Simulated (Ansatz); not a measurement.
# GeSb2Te4: the cost of one run

Computed with Ansatz 0.2.0 (DFT LDA, scalar-relativistic, plane waves, PAW, unless a step's input says otherwise).

## 1. Starting point

The structure is tetragonal, space group I-4m2 (No. 119). The conventional cell has a = 6.119 Å, b = 6.119 Å, c = 12.103 Å, α = 90.00°, β = 90.00°, γ = 90.00°. Ge (site symmetry -4m2) has 6 Te at 3.00 to 3.06 Å as nearest neighbours. Sb (site symmetry -4m2) is surrounded by 6 Te at 3.05 to 3.06 Å. Te (site symmetry 2mm) has 3 Sb at 3.05 to 3.06 Å and 2 Ge at 3.06 Å as nearest neighbours. Around Te (site symmetry 2mm) lie 1 Ge at 3.00 Å and 3 Sb at 3.05 to 3.06 Å.

Structure file:

```xyz
7
Lattice="-3.0596 3.0596 6.0514 3.0596 -3.0596 6.0514 3.0596 3.0596 -6.0514" Properties=species:S:1:pos:R:3 pbc="T T T"
Ge    0.0000    0.0000    0.0000
Sb    0.0000    0.0000    6.0514
Sb    3.0596    0.0000    3.0257
Te    0.0000    3.0596    0.0196
Te    0.0000    0.0000    3.0035
Te    0.0000    3.0596    6.0318
Te    0.0000    0.0000    9.0994
```

Source of the structure: the Materials Project (structure only).

(A quick probe on a coarse mesh, which set the mesh and smearing, is not shown.)

## 3. Full relaxation

File input.yaml:

```yaml
crystal:
  lattice:
    - [-3.059575, 3.059575, 6.051415]
    - [3.059575, -3.059575, 6.051415]
    - [3.059575, 3.059575, -6.051415]
  atoms:
    - { symbol: Ge, position: [0.0, 0.0, 0.0] }
    - { symbol: Sb, position: [0.5, 0.5, 0.0] }
    - { symbol: Sb, position: [0.25, 0.75, 0.5] }
    - { symbol: Te, position: [0.50162, 0.00162, 0.5] }
    - { symbol: Te, position: [0.248162, 0.248162, 0.0] }
    - { symbol: Te, position: [0.99838, 0.49838, 0.5] }
    - { symbol: Te, position: [0.751838, 0.751838, 0.0] }
basis:
  ecutwfc: 420
kpoints:
  mp_grid: { grid: [8, 8, 8] }
hamiltonian:
  xc: lda
  pseudopotentials: { kind: paw, azcp: { folder: soft_1 } }
scf:
  occupations: { method: gaussian, width: 0.1 }
output:
  forces: true
  stress: true
  eigenvalues: true
  write_density: true
  write_potential: true
  elf: true
  volumetric_format: npy
relax:
  adjacent_minimum: "off"
  f_tol: 0.005
  max_steps: 80
  cell: { stress_tol: 0.05 }
```

Launch:

```sh
> ansatz run input.yaml --threads 4 --pin off --max-ram 8192MiB --backend cpu --events-out ev --progress --plain --runs-dir out
```

Q: Estimate wall time and peak memory on 4 threads of Arm Neoverse V2, shared host.

About 2.4 min, with a peak of 1 GiB.
